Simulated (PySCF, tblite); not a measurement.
# C₅H₈F₃S+: a rotation path, then NMR shifts on frames, part 2 of 2

tblite 0.8.0 and PySCF 2.14.0. Atoms count from 0. Earlier steps stand in the parts before.

## Step 5: NMR shieldings: image 4, PBE0/pcSseg-1

The job: settings as JSON, then the geometry in Å.

```
{"job": {"kind": "nmr", "xc": "PBE0", "basis": "pcSseg-1", "pop": false}, "charge": 1, "multiplicity": 1}
F      1.740300     1.211400    -1.171400
C      2.169300     0.272700    -0.341900
F      2.098700    -0.897600    -0.955600
S      1.026600     0.219000     1.198700
C      0.073300    -1.298800     0.869300
C     -1.076400    -0.894000    -0.039800
C     -1.606700     0.422400     0.509100
C     -0.416000     1.347700     0.667800
F     -0.560300     2.251500     1.641400
H      3.192100     0.481300    -0.002100
H      0.729200    -2.055200     0.442600
H     -0.271200    -1.639200     1.846200
H     -0.732700    -0.769200    -1.067800
H     -1.844200    -1.666500    -0.034300
H     -2.080900     0.278500     1.482700
H     -2.337000     0.877900    -0.160600
H     -0.111200     1.870200    -0.244700
```

Method: GIAO PBE0/pcSseg-1 NMR shielding, non-relativistic, gas phase.

Log:

```text
coarse grid: 15272 points
cycle   1  E = -891.8270862938  dE =  1.661e+00  |g| = 8.955e-01  |ddm| = 3.625e+00
cycle   2  E = -891.6324258649  dE =  1.947e-01  |g| = 1.427e+00  |ddm| = 1.460e+00
cycle   3  E = -891.9773793072  dE = -3.450e-01  |g| = 8.418e-02  |ddm| = 8.948e-01
cycle   4  E = -891.9782661181  dE = -8.868e-04  |g| = 4.231e-02  |ddm| = 8.699e-02
cycle   5  E = -891.9786121943  dE = -3.461e-04  |g| = 8.464e-03  |ddm| = 3.803e-02
cycle   6  E = -891.9786260438  dE = -1.385e-05  |g| = 2.570e-03  |ddm| = 8.826e-03
cycle   7  E = -891.9786271954  dE = -1.152e-06  |g| = 6.684e-04  |ddm| = 2.264e-03
final grid: 145576 points
cycle   8  E = -892.0527133748  dE = -5.030e-05  |g| = 9.602e-03  |ddm| = 3.329e-02
cycle   9  E = -892.0526974719  dE =  1.590e-05  |g| = 1.283e-02  |ddm| = 1.734e-02
cycle  10  E = -892.0527351819  dE = -3.771e-05  |g| = 8.378e-04  |ddm| = 1.037e-02
cycle  11  E = -892.0527352931  dE = -1.113e-07  |g| = 3.228e-04  |ddm| = 8.602e-04
cycle  12  E = -892.0527353077  dE = -1.454e-08  |g| = 7.820e-05  |ddm| = 2.183e-04
cycle  13  E = -892.0527353088  dE = -1.126e-09  |g| = 1.708e-05  |ddm| = 7.899e-05
cycle  14  E = -892.0527353089  dE = -5.480e-11  |g| = 4.297e-06  |ddm| = 1.668e-05
converged SCF energy = -892.0527353089

GIAO shielding tensors (ppm)
atom      isotropic    diamagn.    paramagn.     s11        s22        s33       span
  0 F      264.930     472.858    -207.928    197.439    262.250    335.102    137.663
  1 C       64.978     237.041    -172.063     50.853     65.872     78.208     27.355
  2 F      276.258     472.665    -196.407    204.631    279.565    344.579    139.948
  3 S      296.498    1056.398    -759.901    215.284    281.865    392.344    177.060
  4 C      138.171     254.275    -116.104     99.064    144.001    171.450     72.386
  5 C      152.157     250.137     -97.980    116.573    163.786    176.110     59.537
  6 C      146.043     249.614    -103.570    116.610    159.795    161.726     45.116
  7 C       58.378     248.488    -190.110      2.316     72.105    100.712     98.396
  8 F      331.230     467.102    -135.872    259.476    323.270    410.944    151.468
  9 H       24.068      25.155      -1.087     21.057     21.704     29.444      8.387
 10 H       27.595      29.580      -1.985     22.742     25.944     34.099     11.357
 11 H       27.784      29.307      -1.523     22.467     25.249     35.637     13.169
 12 H       29.408      31.122      -1.714     25.357     27.991     34.877      9.520
 13 H       28.735      28.511       0.224     23.230     25.476     37.498     14.268
 14 H       28.899      29.095      -0.196     24.848     26.706     35.144     10.297
 15 H       28.264      28.066       0.198     23.891     25.348     35.553     11.662
 16 H       24.139      29.234      -5.096     21.589     24.898     25.928      4.339
```

It took 29 s on 1 thread of Arm Neoverse V1, shared host; peak memory 0.88 GiB.

Key values: δ C7 128.5, C1 121.9, C4 48.8, C6 40.9, H9 7.65, H16 7.58 ppm.

## Step 6: Nuclear shieldings: image 6, PBE0/pcSseg-1

The job: settings as JSON, then the geometry in Å.

```
{"job": {"kind": "nmr", "xc": "PBE0", "basis": "pcSseg-1", "pop": false}, "charge": 1, "multiplicity": 1}
F      2.011600     1.455400    -0.939800
C      2.156000     0.285100    -0.340900
F      1.774700    -0.671900    -1.175300
S      1.022200     0.261400     1.198000
C      0.101000    -1.284300     0.906100
C     -1.058000    -0.929000    -0.013300
C     -1.610100     0.395900     0.490800
C     -0.435100     1.345600     0.623000
F     -0.602100     2.276200     1.567600
H      3.192300     0.130300    -0.012000
H      0.773200    -2.036500     0.498300
H     -0.238200    -1.605700     1.891000
H     -0.721300    -0.835100    -1.046500
H     -1.812100    -1.714000     0.021800
H     -2.084200     0.276900     1.467900
H     -2.347100     0.816200    -0.194600
H     -0.129800     1.845300    -0.302600
```

Method: GIAO PBE0/pcSseg-1 NMR shielding, non-relativistic, gas phase.

Log:

```text
coarse grid: 15272 points
cycle   1  E = -891.8274594742  dE =  1.664e+00  |g| = 8.968e-01  |ddm| = 3.622e+00
cycle   2  E = -891.6338650407  dE =  1.936e-01  |g| = 1.427e+00  |ddm| = 1.461e+00
cycle   3  E = -891.9780644195  dE = -3.442e-01  |g| = 8.489e-02  |ddm| = 8.958e-01
cycle   4  E = -891.9789590995  dE = -8.947e-04  |g| = 4.277e-02  |ddm| = 8.838e-02
cycle   5  E = -891.9793129182  dE = -3.538e-04  |g| = 8.667e-03  |ddm| = 3.926e-02
cycle   6  E = -891.9793276424  dE = -1.472e-05  |g| = 2.542e-03  |ddm| = 9.116e-03
cycle   7  E = -891.9793288049  dE = -1.162e-06  |g| = 6.504e-04  |ddm| = 2.281e-03
final grid: 145576 points
cycle   8  E = -892.0532218614  dE = -5.031e-05  |g| = 9.417e-03  |ddm| = 3.274e-02
cycle   9  E = -892.0532068307  dE =  1.503e-05  |g| = 1.248e-02  |ddm| = 1.704e-02
cycle  10  E = -892.0532430071  dE = -3.618e-05  |g| = 8.670e-04  |ddm| = 1.027e-02
cycle  11  E = -892.0532431305  dE = -1.234e-07  |g| = 3.235e-04  |ddm| = 9.152e-04
cycle  12  E = -892.0532431449  dE = -1.440e-08  |g| = 8.116e-05  |ddm| = 2.170e-04
cycle  13  E = -892.0532431461  dE = -1.173e-09  |g| = 1.691e-05  |ddm| = 7.962e-05
cycle  14  E = -892.0532431461  dE = -5.502e-11  |g| = 4.285e-06  |ddm| = 1.608e-05
converged SCF energy = -892.0532431461

GIAO shielding tensors (ppm)
atom      isotropic    diamagn.    paramagn.     s11        s22        s33       span
  0 F      269.281     471.630    -202.349    192.685    278.604    336.553    143.869
  1 C       62.510     237.655    -175.145     46.715     66.053     74.763     28.048
  2 F      277.623     474.071    -196.447    204.198    286.700    341.972    137.773
  3 S      297.318    1056.380    -759.062    223.509    285.879    382.566    159.057
  4 C      136.821     254.230    -117.409     99.716    142.805    167.943     68.228
  5 C      152.081     250.047     -97.966    116.764    163.181    176.298     59.533
  6 C      146.995     249.472    -102.477    118.647    159.798    162.540     43.893
  7 C       59.976     248.488    -188.512      2.421     75.566    101.939     99.518
  8 F      331.564     467.104    -135.540    262.368    323.071    409.253    146.885
  9 H       24.054      25.247      -1.194     21.269     21.642     29.251      7.982
 10 H       27.802      29.635      -1.833     23.369     25.538     34.498     11.129
 11 H       27.806      29.271      -1.465     22.441     25.363     35.615     13.174
 12 H       29.247      30.970      -1.723     24.932     28.185     34.623      9.692
 13 H       28.718      28.488       0.231     23.274     25.495     37.387     14.112
 14 H       28.913      29.098      -0.185     24.852     26.712     35.174     10.322
 15 H       28.269      28.042       0.227     23.876     25.351     35.581     11.705
 16 H       24.094      29.285      -5.191     21.731     24.759     25.791      4.060
```

Run time: 28 s. Hardware: 1 thread of Arm Neoverse V1, shared host; peak memory 0.91 GiB.

In short: δ C7 126.9, C1 124.4, C4 50.1, C6 39.9, H9 7.66, H16 7.62 ppm.

## Step 7: Nuclear shieldings: image 8, PBE0/pcSseg-1

The job: settings as JSON, then the geometry in Å.

```
{"job": {"kind": "nmr", "xc": "PBE0", "basis": "pcSseg-1", "pop": false}, "charge": 1, "multiplicity": 1}
F      2.324900     1.607000    -0.625100
C      2.149300     0.332400    -0.322100
F      1.538100    -0.272100    -1.334700
S      1.013500     0.278100     1.199100
C      0.121500    -1.290600     0.925800
C     -1.070700    -0.981400     0.030000
C     -1.608600     0.372400     0.470300
C     -0.433600     1.327600     0.555100
F     -0.612100     2.309300     1.443900
H      3.104500    -0.158200    -0.088700
H      0.802800    -2.031000     0.512200
H     -0.191000    -1.610400     1.920500
H     -0.774300    -0.956300    -1.018800
H     -1.826700    -1.757900     0.143900
H     -2.077300     0.308400     1.455000
H     -2.347600     0.760100    -0.232000
H     -0.119800     1.774500    -0.395000
```

With the program's defaults for keys left out, this is: GIAO PBE0/pcSseg-1 NMR shielding, non-relativistic, gas phase.

Log:

```text
coarse grid: 15272 points
cycle   1  E = -891.8273393599  dE =  1.664e+00  |g| = 8.984e-01  |ddm| = 3.620e+00
cycle   2  E = -891.6366810488  dE =  1.907e-01  |g| = 1.425e+00  |ddm| = 1.463e+00
cycle   3  E = -891.9782806572  dE = -3.416e-01  |g| = 8.446e-02  |ddm| = 8.947e-01
cycle   4  E = -891.9791539995  dE = -8.733e-04  |g| = 4.258e-02  |ddm| = 8.894e-02
cycle   5  E = -891.9795055032  dE = -3.515e-04  |g| = 8.896e-03  |ddm| = 4.051e-02
cycle   6  E = -891.9795215909  dE = -1.609e-05  |g| = 2.580e-03  |ddm| = 9.628e-03
cycle   7  E = -891.9795228421  dE = -1.251e-06  |g| = 6.668e-04  |ddm| = 2.355e-03
final grid: 145576 points
cycle   8  E = -892.0544948064  dE = -5.426e-05  |g| = 9.511e-03  |ddm| = 3.256e-02
cycle   9  E = -892.0544797103  dE =  1.510e-05  |g| = 1.265e-02  |ddm| = 1.696e-02
cycle  10  E = -892.0545160423  dE = -3.633e-05  |g| = 8.827e-04  |ddm| = 1.011e-02
cycle  11  E = -892.0545161658  dE = -1.235e-07  |g| = 3.491e-04  |ddm| = 9.373e-04
cycle  12  E = -892.0545161826  dE = -1.684e-08  |g| = 7.981e-05  |ddm| = 2.315e-04
cycle  13  E = -892.0545161837  dE = -1.129e-09  |g| = 1.752e-05  |ddm| = 7.776e-05
cycle  14  E = -892.0545161838  dE = -5.707e-11  |g| = 4.935e-06  |ddm| = 1.594e-05
converged SCF energy = -892.0545161838

GIAO shielding tensors (ppm)
atom      isotropic    diamagn.    paramagn.     s11        s22        s33       span
  0 F      268.795     470.562    -201.767    185.862    284.020    336.504    150.641
  1 C       58.941     239.287    -180.346     41.425     65.686     69.712     28.287
  2 F      277.217     475.411    -198.195    201.613    298.700    331.337    129.724
  3 S      295.346    1056.347    -761.000    217.449    292.441    376.149    158.700
  4 C      137.683     254.092    -116.409     97.875    145.734    169.441     71.565
  5 C      153.360     249.668     -96.308    117.776    166.006    176.298     58.522
  6 C      146.762     249.276    -102.514    116.954    159.727    163.605     46.650
  7 C       60.745     248.398    -187.653      3.508     76.986    101.740     98.232
  8 F      332.135     467.139    -135.004    270.656    320.273    405.477    134.822
  9 H       24.064      25.585      -1.521     21.479     21.839     28.874      7.395
 10 H       27.944      29.645      -1.701     23.550     25.470     34.812     11.262
 11 H       27.728      29.209      -1.481     22.171     25.553     35.460     13.289
 12 H       29.032      30.728      -1.696     24.906     27.755     34.434      9.528
 13 H       28.723      28.342       0.381     23.362     25.528     37.279     13.917
 14 H       28.849      29.109      -0.260     24.702     26.830     35.015     10.313
 15 H       28.243      27.999       0.244     23.857     25.390     35.482     11.626
 16 H       24.108      29.448      -5.340     22.018     24.382     25.923      3.904
```

It took 29 s on 1 thread of Arm Neoverse V1, shared host; peak memory 0.91 GiB.

In short: δ C1 128.0, C7 126.2, C4 49.2, C6 40.2, H9 7.65, H16 7.61 ppm.

## Step 8: Side by side: NMR shifts

Shifts (ppm) of some atoms, chosen among heavy atoms and hydrogens apart, with basis size and wall time:

| frame | C7 | C1 | C4 | H10 | H12 | F0 | S3 | functions | time |
| --- | --- | --- | --- | --- | --- | --- | --- | --- | --- |
| image 0 | 127.4 | 126.8 | 46.7 | 4.28 | 2.67 | -102.3 | 211 | 200 | 37 s |
| image 2 | 129.5 | 123.3 | 46.8 | 4.27 | 2.40 | -95.6 | 209 | 200 | 29 s |
| image 4 | 128.5 | 121.9 | 48.8 | 4.12 | 2.31 | -94.0 | 207 | 200 | 29 s |
| image 6 | 126.9 | 124.4 | 50.1 | 3.92 | 2.47 | -98.3 | 206 | 200 | 28 s |
| image 8 | 126.2 | 128.0 | 49.2 | 3.77 | 2.69 | -97.8 | 208 | 200 | 29 s |

## Step 9: What came out

What follows sums up all 2 parts.

| quantity | value |
| --- | --- |
| barrier | 0.035 eV (0.8 kcal/mol) at image 4 |
| end to end (GFN2-xTB) | 0.015 eV |
| ¹³C shifts against TMS (PBE0/pcSseg-1, image 0) | 127.4, 126.8, 46.7, 41.1, 34.7 ppm |
| ¹H shifts against TMS (PBE0/pcSseg-1, image 0) | 7.76, 7.30, 4.28, 4.07, 3.50, 3.00, 2.90, 2.67 ppm |
| ¹⁹F shifts against CFCl3 (PBE0/pcSseg-1, image 0) | -102.3, -106.6, -161.0 ppm |
| ³³S shifts against CS2 (PBE0/pcSseg-1, image 0) | 211 ppm |
| range of the shift of F0 | -102.3 to -94.0 ppm |

In words: Along the band the dihedral turns by 87°, and the top (dihedral 105°) lies 0.8 kcal/mol above the start (GFN2-xTB, rough), so at room temperature this motion is fast. Ends this close can change order at a higher level. The top was not checked by a frequency run. Shifts at one fixed geometry are not the observed spectrum, which averages over the motion. In the first frame run (image 0): The largest span, 195 ppm, is at S3, where the paramagnetic term is -763 ppm. By nearest atom (PBE0/pcSseg-1), the HOMO sits on S3 31 %; C5 8 % and the LUMO on S3 42 %; C7 18 %. In ppm, F0 moves most: its shift spreads over 8.3 ppm, from -102.3 (image 0) to -94.0 (image 4).
